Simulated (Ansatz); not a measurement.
# SnH2Cl2: taking an electron away

Aim: the vertical ionisation energy of SnH2Cl2, as cation minus neutral at the neutral's geometry, on several levels, and how well −ε(HOMO) stands in for it.

Computed with Ansatz 0.2.0, Gaussian basis. Level: unrestricted cation, the program's frozen cores in correlated methods.

Levels to be run: UKS PBE-D4/def2-TZVPP; UKS r2SCAN-D4/def2-TZVPP; UKS PBE0-D4/def2-TZVPP; UKS B3LYP-D4/def2-TZVPP; UKS wB97X-V/def2-TZVPP; UKS wB97M-V/def2-TZVPP; UKS B2PLYP/def2-TZVPP; UHF-CCSD(T)/def2-TZVPP; UHF-CCSD(T)/def2-QZVPP; extrapolation to the limit; then −ε(HOMO) from the neutral's earlier runs with LDA (SPW92), PBE-D4, revPBE-D4, BLYP-D4, r2SCAN-D4, B97M-V, PBE0-D4, B3LYP-D4, r2SCANh-D4, r2SCAN0-D4, HSE06-D4, BHLYP-D4, CAM-B3LYP-D4, LC-ωPBE, ωB97X-V, ωB97M-V.

### Step 1. The geometry

All runs share one geometry, relaxed beforehand with PBE0-D4 in a triple-zeta def2 set. Sn takes the def2 core potential; no spin-orbit term is included.

SMILES `[Cl][SnH2][Cl]`, 5 atoms, charge 0, spin multiplicity 1.

Atoms are counted from 1 here; the program's logs count them from 0.

Bond lengths: Cl1–Sn2 2.316 Å, Sn2–Cl3 2.316 Å, Sn2–H4 1.695 Å, Sn2–H5 1.695 Å. Angles: Cl1–Sn2–Cl3 106.5°, Cl1–Sn2–H4 107.8°, Cl1–Sn2–H5 107.8°, Cl3–Sn2–H4 107.8°, Cl3–Sn2–H5 107.8°, H4–Sn2–H5 118.6°.

### Step 2. Cation, UKS PBE-D4/def2-TZVPP

Input file in.yaml:

```yaml
crystal:
  periodic: [false, false, false]
  atoms:
    - {symbol: Cl, position_ang: [-1.795273, -0.326183, 1.206485]}
    - {symbol: Sn, position_ang: [0.192391, -0.102919, 0.038596]}
    - {symbol: Cl, position_ang: [-0.250419, 1.295513, -1.753868]}
    - {symbol: H, position_ang: [0.602165, -1.626263, -0.582063]}
    - {symbol: H, position_ang: [1.301036, 0.686252, 1.049448]}
basis:
  gaussian: {orbitals: def2-TZVPP}
total_charge: 1
magnetization: {spin_polarized: true, initial_magnetization: 1}
hamiltonian: {xc: pbe, dispersion: d4}
```

The run is started by

```
> ansatz run in.yaml --threads 2 --pin off --events-out ev --progress --plain --max-ram 32768MiB --backend cpu
```

The program printed:

```text
Functional definition: PBE
  name "PBE"
  cite "Perdew, Burke & Ernzerhof, Phys. Rev. Lett. 77, 3865 (1996) doi:10.1103/PhysRevLett.77.3865"
  parent pbe
  parameter kappa = 0.804
  parameter beta = 0.06672455060314922
  exchange = pbe_x(kappa = kappa, mu = beta*pi^2/3)
  correlation = pbe_c(beta = beta)
1094 factors; their error is unknown
mean field evaluation 1: about -30887.1637 eV, gradient 2.9e1 eV
mean field evaluation 2: about -30871.7473 eV, gradient 6.0e1 eV
mean field evaluation 4: about -30891.1231 eV, gradient 6.9e0 eV
mean field evaluation 8: about -30891.4241 eV, gradient 1.4e-1 eV
mean field evaluation 16: about -30891.4089 eV, gradient 5.1e-4 eV
mean field evaluation 32: about -30889.4607 eV, gradient 4.8e0 eV
mean field evaluation 64: about -30891.0218 eV, gradient 3.8e-6 eV
mean field evaluation 96: about -30890.9343 eV, gradient 4.0e-3 eV
mean field evaluation 128: about -30890.9306 eV, gradient 5.0e-1 eV
mean field -30891.40885107 eV, -1135.2383363278 hartree, gradient 6.6e-6 eV, S^2 0.753104; 11 other end points of the search recorded, 0 dependent functions left out
reference -30891.40889045 eV, -1135.2383377752 hartree; 29, 28 occupied and 133, 134 virtual orbitals, 1094 factors
Total energy: -30891.52083062 eV, -1135.2424515005 hartree
```

It took 57 s on 2 threads, shared host; peak memory 0.43 GiB.

The neutral molecule at this level: -30901.9815 eV. Difference: 10.461 eV. ⟨S²⟩ = 0.753.

### Step 3. Cation, UKS r2SCAN-D4/def2-TZVPP

Edit in.yaml of step 2 so:

```diff
@@ -12,2 +12,2 @@
 magnetization: {spin_polarized: true, initial_magnetization: 1}
-hamiltonian: {xc: pbe, dispersion: d4}
+hamiltonian: {xc: r2scan, dispersion: d4}
```

Launched as before.

The program printed, shortened:

```text
Functional definition: r2SCAN
  name "r2SCAN"
  cite "Furness, Kaplan, Ning, Perdew & Sun, J. Phys. Chem. Lett. 11, 8208 (2020) doi:10.1021/acs.jpclett.0c02405"
  cite "Furness, Kaplan, Ning, Perdew & Sun, J. Phys. Chem. Lett. 11, 9248 (2020) doi:10.1021/acs.jpclett.0c03077"
  parent r2scan
[...]
1094 factors; their error is unknown
[...]
mean field -30902.17556446 eV, -1135.6340057469 hartree, gradient 2.0e-6 eV, S^2 0.756903; 14 other end points of the search recorded, 0 dependent functions left out
reference -30902.17557587 eV, -1135.6340061663 hartree; 29, 28 occupied and 133, 134 virtual orbitals, 1094 factors
Total energy: -30902.19967030 eV, -1135.6348916202 hartree
```

Run time: 1.9 min. Hardware: 2 threads, shared host; peak memory 0.48 GiB.

The neutral molecule at this level: -30912.9193 eV. Difference: 10.720 eV. ⟨S²⟩ = 0.757.

### Step 4. Cation, UKS PBE0-D4/def2-TZVPP

Edit in.yaml of step 3 so:

```diff
@@ -12,2 +12,2 @@
 magnetization: {spin_polarized: true, initial_magnetization: 1}
-hamiltonian: {xc: r2scan, dispersion: d4}
+hamiltonian: {xc: pbe0, dispersion: d4}
```

Launched as before.

The program printed:

```text
Functional definition: PBE0
  name "PBE0"
  cite "Adamo & Barone, J. Chem. Phys. 110, 6158 (1999) doi:10.1063/1.478522"
  cite "Perdew, Burke & Ernzerhof, Phys. Rev. Lett. 77, 3865 (1996) doi:10.1103/PhysRevLett.77.3865"
  parent pbe
  parameter a = 0.25
  parameter kappa = 0.804
  parameter beta = 0.06672455060314922
  exchange = (1 - a)*pbe_x(kappa = kappa, mu = beta*pi^2/3) + a*exact_x
  correlation = pbe_c(beta = beta)
1229 factors; their error is unknown
mean field evaluation 1: about -30889.0589 eV, gradient 2.7e1 eV
mean field evaluation 2: about -30882.7729 eV, gradient 4.4e1 eV
mean field evaluation 4: about -30893.0787 eV, gradient 2.6e0 eV
mean field evaluation 8: about -30893.2579 eV, gradient 1.9e-1 eV
mean field evaluation 16: about -30893.2581 eV, gradient 1.7e-3 eV
mean field evaluation 32: about -30893.1460 eV, gradient 6.6e-1 eV
mean field -30893.25809489 eV, -1135.3062947846 hartree, gradient 3.0e-6 eV, S^2 0.757907; 3 other end points of the search recorded, 0 dependent functions left out
reference -30893.25812319 eV, -1135.3062958250 hartree; 29, 28 occupied and 133, 134 virtual orbitals, 1229 factors
Total energy: -30893.35404737 eV, -1135.3098209735 hartree
```

Run time: 22 s. Hardware: 2 threads, shared host; peak memory 0.77 GiB.

Less the neutral's -30904.3338 eV (earlier run), this gives 10.980 eV. ⟨S²⟩ = 0.758.

### Step 5. Cation, UKS B3LYP-D4/def2-TZVPP

Edit in.yaml of step 4 so:

```diff
@@ -12,2 +12,2 @@
 magnetization: {spin_polarized: true, initial_magnetization: 1}
-hamiltonian: {xc: pbe0, dispersion: d4}
+hamiltonian: {xc: {name: B3LYP}, dispersion: d4}
```

The command is unchanged.

The program printed, shortened:

```text
Functional definition: B3LYP
  name "B3LYP"
  cite "Stephens, Devlin, Chabalowski & Frisch, J. Phys. Chem. 98, 11623 (1994) doi:10.1021/j100096a001"
  cite "Becke, Phys. Rev. A 38, 3098 (1988) doi:10.1103/PhysRevA.38.3098"
  cite "Lee, Yang & Parr, Phys. Rev. B 37, 785 (1988) doi:10.1103/PhysRevB.37.785"
  cite "Vosko, Wilk & Nusair, Can. J. Phys. 58, 1200 (1980) doi:10.1139/p80-159"
[...]
1176 factors; their error is unknown
[...]
mean field -30904.27947374 eV, -1135.7113229870 hartree, gradient 3.9e-6 eV, S^2 0.756794; 14 other end points of the search recorded, 0 dependent functions left out
reference -30904.27973662 eV, -1135.7113326478 hartree; 29, 28 occupied and 133, 134 virtual orbitals, 1176 factors
Total energy: -30904.46447862 eV, -1135.7181217908 hartree
```

Run time: 78 s. Hardware: 2 threads, shared host; peak memory 0.77 GiB.

Less the neutral's -30915.3763 eV (earlier run), this gives 10.912 eV. ⟨S²⟩ = 0.757.

### Step 6. Cation, UKS wB97X-V/def2-TZVPP

Edit in.yaml of step 5 so:

```diff
@@ -12,2 +12,2 @@
 magnetization: {spin_polarized: true, initial_magnetization: 1}
-hamiltonian: {xc: {name: B3LYP}, dispersion: d4}
+hamiltonian: {xc: {name: wB97X-V}}
```

Same command.

The program printed, shortened:

```text
Functional definition: wB97X-V
  name "wB97X-V"
  cite "Mardirossian & Head-Gordon, Phys. Chem. Chem. Phys. 16, 9904 (2014) doi:10.1039/C3CP54374A"
  cite "Becke, J. Chem. Phys. 107, 8554 (1997) doi:10.1063/1.475007"
  cite "Vydrov & Van Voorhis, J. Chem. Phys. 133, 244103 (2010) doi:10.1063/1.3521275"
[...]
      + integral(e_c_pw_opposite_spin*poly(b97_u_opposite, cos0, cos1)) + vv10(b, c)
1170 factors; their error is unknown
206 factors; integrals over basis functions are off by at most 3.9e-5 eV
[...]
mean field -30896.66509257 eV, -1135.4314996402 hartree, gradient 4.6e-6 eV, S^2 0.761363; 3 other end points of the search recorded, 0 dependent functions left out
reference -30896.66509083 eV, -1135.4314995762 hartree; 29, 28 occupied and 133, 134 virtual orbitals, 1170 factors
Total energy: -30896.66509083 eV, -1135.4314995762 hartree
```

Run time: 55 s. Hardware: 2 threads, shared host; peak memory 0.93 GiB.

Less the neutral's -30908.1598 eV (earlier run), this gives 11.495 eV. ⟨S²⟩ = 0.761.

### Step 7. Cation, UKS wB97M-V/def2-TZVPP

Edit in.yaml of step 6 so:

```diff
@@ -12,2 +12,2 @@
 magnetization: {spin_polarized: true, initial_magnetization: 1}
-hamiltonian: {xc: {name: wB97X-V}}
+hamiltonian: {xc: {name: wB97M-V}}
```

Same command.

The program printed, shortened:

```text
Functional definition: wB97M-V
  name "wB97M-V"
  cite "Mardirossian & Head-Gordon, J. Chem. Phys. 144, 214110 (2016) doi:10.1063/1.4952647"
  cite "Becke, J. Chem. Phys. 107, 8554 (1997) doi:10.1063/1.475007"
  cite "Vydrov & Van Voorhis, J. Chem. Phys. 133, 244103 (2010) doi:10.1063/1.3521275"
  # Of w^i u^j: cxij and so on, Table III.
[...]
  gx(w, u) = 1 - cx + cx01*u + cx10*w
  gss(w, u) = css00 + css04*u^4 + css10*w + css20*w^2 + css43*w^4*u^3
  gos(w, u) = cos00 + cos10*w + (cos20 + cos21*u)*w^2 + (cos60 + cos61*u)*w^6
[...]
      + integral(e_c_pw_mod_opposite_spin*gos(b97_w_opposite, b97_u_opposite)) + vv10(b, c)
1170 factors; their error is unknown
206 factors; integrals over basis functions are off by at most 3.9e-5 eV
[...]
mean field -30898.27422467 eV, -1135.4906341542 hartree, gradient 6.5e-6 eV, S^2 0.758941; 3 other end points of the search recorded, 0 dependent functions left out
reference -30898.27426871 eV, -1135.4906357725 hartree; 29, 28 occupied and 133, 134 virtual orbitals, 1170 factors
Total energy: -30898.27426871 eV, -1135.4906357725 hartree
```

Wall time 57 s (2 threads, shared host); peak memory 0.98 GiB.

The neutral molecule at this level: -30909.6579 eV. Difference: 11.384 eV. ⟨S²⟩ = 0.759.

### Step 8. Cation, UKS B2PLYP (frozen core)/def2-TZVPP

Edit in.yaml of step 7 so:

```diff
@@ -12,2 +12,2 @@
 magnetization: {spin_polarized: true, initial_magnetization: 1}
-hamiltonian: {xc: {name: wB97M-V}}
+hamiltonian: {xc: {name: B2PLYP}}
```

Same command.

The program printed, shortened:

```text
Functional definition: B2PLYP
  name "B2PLYP"
  cite "Grimme, J. Chem. Phys. 124, 034108 (2006) doi:10.1063/1.2148954"
  cite "Becke, Phys. Rev. A 38, 3098 (1988) doi:10.1103/PhysRevA.38.3098"
  cite "Lee, Yang & Parr, Phys. Rev. B 37, 785 (1988) doi:10.1103/PhysRevB.37.785"
[...]
1110 factors; integrals over basis functions are off by at most 8.3e-4 eV
[...]
mean field -30882.14684135 eV, -1134.8979637488 hartree, gradient 8.5e-6 eV, S^2 0.765804; 12 other end points of the search recorded, 0 dependent functions left out
14 core orbitals not correlated: weight in the atoms' cores, before any rotation towards them, 1.000 or more for the frozen orbitals, at most 0.000 for the correlated occupied ones
reference -30882.14700726 eV, -1134.8979698456 hartree; 15, 14 occupied and 133, 134 virtual orbitals, 1110 factors
second order -22.76260592 eV of doubles, -0.00000000 eV of singles
Total energy: -30888.29291086 eV, -1135.1238276370 hartree
```

Wall time 1.8 min (2 threads, shared host); peak memory 0.6 GiB.

The neutral molecule at this level: -30899.5014 eV. Difference: 11.208 eV. ⟨S²⟩ = 0.766.

### Step 9. Cation, UHF-CCSD(T)/def2-TZVPP

Edit in.yaml of step 8 so:

```diff
@@ -12,2 +12,3 @@
 magnetization: {spin_polarized: true, initial_magnetization: 1}
-hamiltonian: {xc: {name: B2PLYP}}
+correlation: {method: ccsd_t}
+scf: {omitted_lower_state_checks: [cluster_reference]}
```

The run is started by

```
> ansatz run in.yaml --threads 2 --pin off --events-out ev --progress --plain --max-ram 32768MiB --backend cuda --devices 0, --max-vram 18GiB
```

The program printed, shortened:

```text
Functional definition: HF
  name "HF"
  cite "Fock, Z. Phys. 61, 126 (1930) doi:10.1007/BF01340294"
  parent pbe
[...]
1110 factors; integrals over basis functions are off by at most 8.3e-4 eV
[...]
mean field -30836.89996208 eV, -1133.2351716050 hartree, gradient 2.3e-6 eV, S^2 0.761997; 22 other end points of the search recorded, 0 dependent functions left out
14 core orbitals not correlated: weight in the atoms' cores, before any rotation towards them, 1.000 or more for the frozen orbitals, at most 0.000 for the correlated occupied ones
reference -30836.89996208 eV, -1133.2351716050 hartree; 15, 14 occupied and 133, 134 virtual orbitals, 1110 factors
second order -17.98476619 eV of doubles, -0.00000000 eV of singles
cycle   1  -18.54905661 eV  change   -5.6e-1 eV  update   1.0e-1
[...]
cycle  16  -19.18581870 eV  change   -7.2e-7 eV  update   1.4e-5
perturbative correction -0.73147262 eV, -0.0268811230 hartree
Total energy: -30856.81725340 eV, -1133.9671185605 hartree
Checks for a lower state left out: cluster_reference
```

Wall time 8.1 s (1 × H100 (card shared with other runs) with 2 threads, shared host); peak host memory 0.81 GiB.

The neutral molecule at this level: -30868.2391 eV. Difference: 11.422 eV. ⟨S²⟩ = 0.762. T1 = 0.042 (report).

### Step 10. Cation, UHF-CCSD(T)/def2-QZVPP

Edit in.yaml of step 9 so:

```diff
@@ -9,3 +9,3 @@
 basis:
-  gaussian: {orbitals: def2-TZVPP}
+  gaussian: {orbitals: "def2-QZVPP.json"}
 total_charge: 1
```

The command is unchanged.

The program printed, shortened:

```text
Functional definition: HF
  name "HF"
  cite "Fock, Z. Phys. 61, 126 (1930) doi:10.1007/BF01340294"
  parent pbe
[...]
1694 factors; integrals over basis functions are off by at most 7.3e-4 eV
[...]
mean field -30837.68749558 eV, -1133.2641129273 hartree, gradient 2.2e-6 eV, S^2 0.762390; 22 other end points of the search recorded, 0 dependent functions left out
14 core orbitals not correlated: weight in the atoms' cores, before any rotation towards them, 1.000 or more for the frozen orbitals, at most 0.000 for the correlated occupied ones
reference -30837.68749558 eV, -1133.2641129273 hartree; 15, 14 occupied and 253, 254 virtual orbitals, 1694 factors
second order -24.73627566 eV of doubles, -0.00000000 eV of singles
cycle   1  -24.43087497 eV  change    3.1e-1 eV  update   1.1e-1
[...]
cycle  16  -25.15077722 eV  change    4.7e-6 eV  update   1.7e-5
perturbative correction -0.94424169 eV, -0.0347002420 hartree
Total energy: -30863.78251449 eV, -1134.2230871842 hartree
Checks for a lower state left out: cluster_reference
```

Wall time 33 s (1 × H100 (card shared with other runs) with 2 threads, shared host); peak host memory 0.87 GiB.

The neutral molecule at this level: -30875.3360 eV. Difference: 11.553 eV. ⟨S²⟩ = 0.762. T1 = 0.042 (report).

### Step 11. The basis-set limit

No new run: Hartree-Fock is extrapolated as exp(−7.88√X) and correlation as X^−2.97, with X = 3 and 4.

```csv
level,energy at the limit (eV)
HF,-30837.7960
MP2,-30867.5334
CCSD,-30867.3652
CCSD(T),-30868.4671
```

This is no true limit for total energies: MP2 correlation changes by a factor of 1.38 from triple to quadruple zeta (about 1.07 in light molecules), because outer-core shells are correlated in sets not made for them. Much of that cancels between molecule and atoms or ions.

The neutral's limit, from its own earlier runs, is -30881.1088 eV in the additive form (MP2 limit plus CCSD(T) minus MP2 in triple zeta), in which the cation has -30869.4659 eV.

### Step 12. Ionisation energies side by side

Differences are taken before rounding.

```csv
method,ionisation energy (eV),from CCSD(T)/CBS (eV),time
PBE-D4,10.46,-1.18,59 s
r2SCAN-D4,10.72,-0.92,1.9 min
PBE0-D4,10.98,-0.66,25 s
B3LYP-D4,10.91,-0.73,84 s
ωB97X-V,11.49,-0.15,64 s
ωB97M-V,11.38,-0.26,69 s
B2PLYP,11.21,-0.43,1.9 min
HF/def2-TZVPP,10.65,-1.00,
MP2/def2-TZVPP,11.71,+0.06,
CCSD/def2-TZVPP,11.43,-0.21,
CCSD(T)/def2-TZVPP,11.42,-0.22,12 s (GPU)
CCSD(T)/CBS,11.64,0,50 s (GPU)
```

Some runs used a GPU and others CPU threads alone; cost is compared among the CPU runs only.

Among the levels timed on like hardware, those that no quicker one beats, quickest first: PBE0-D4 (25 s, -0.66 eV); ωB97X-V (64 s, -0.15 eV).

Times add the cation's run and the neutral's; HF, MP2 and CCSD come out of the CCSD(T) runs.

Orbital estimates, from the neutral's runs:

```csv
functional,−ε(HOMO) (eV),by energy difference (eV)
LDA (SPW92),7.67,
PBE-D4,7.58,10.46
revPBE-D4,7.54,
BLYP-D4,7.43,
r2SCAN-D4,7.94,10.72
B97M-V,8.05,
PBE0-D4,8.94,10.98
B3LYP-D4,8.68,10.91
r2SCANh-D4,8.43,
r2SCAN0-D4,9.17,
HSE06-D4,8.54,
BHLYP-D4,10.16,
CAM-B3LYP-D4,10.29,
LC-ωPBE,11.70,
ωB97X-V,11.34,11.49
ωB97M-V,11.15,11.38
```

### Step 13. Summary of results

| quantity | value |
| --- | --- |
| ionisation energy, CCSD(T)/CBS | 11.64 eV |
| nearest functional by difference | ωB97X-V (-0.15 eV) |
| nearest −ε(HOMO) | LC-ωPBE (+0.06 eV) |
| −ε(HOMO) of PBE | 7.58 eV |
| T1 of the cation | 0.042 |

In words: Energy differences with functionals land within 1.18 eV of the reference. −ε(HOMO) of PBE misses by 4.1 eV, since self-interaction lifts the level. Among orbital estimates LC-ωPBE comes nearest. Hartree-Fock falls 1.00 eV short, as the neutral has more correlation energy than the cation. The cation's T1 (from the report) is 0.042, near the customary mark of 0.045 for open shells, so the coupled-cluster value is less safe. The cation may have settled in a state other than its lowest; no search over hole states beyond the program's own was made. Correlated methods include outer-core shells of Sn, which these sets cover unevenly. With outer-core shells in play the reference is unsure by up to some tenths of an eV, so close misses can't be ranked.

For cost: ωB97X-V gets within 0.15 eV in 64 s; the quickest level in the cost chart, PBE0-D4, takes 25 s and misses by 0.66 eV.
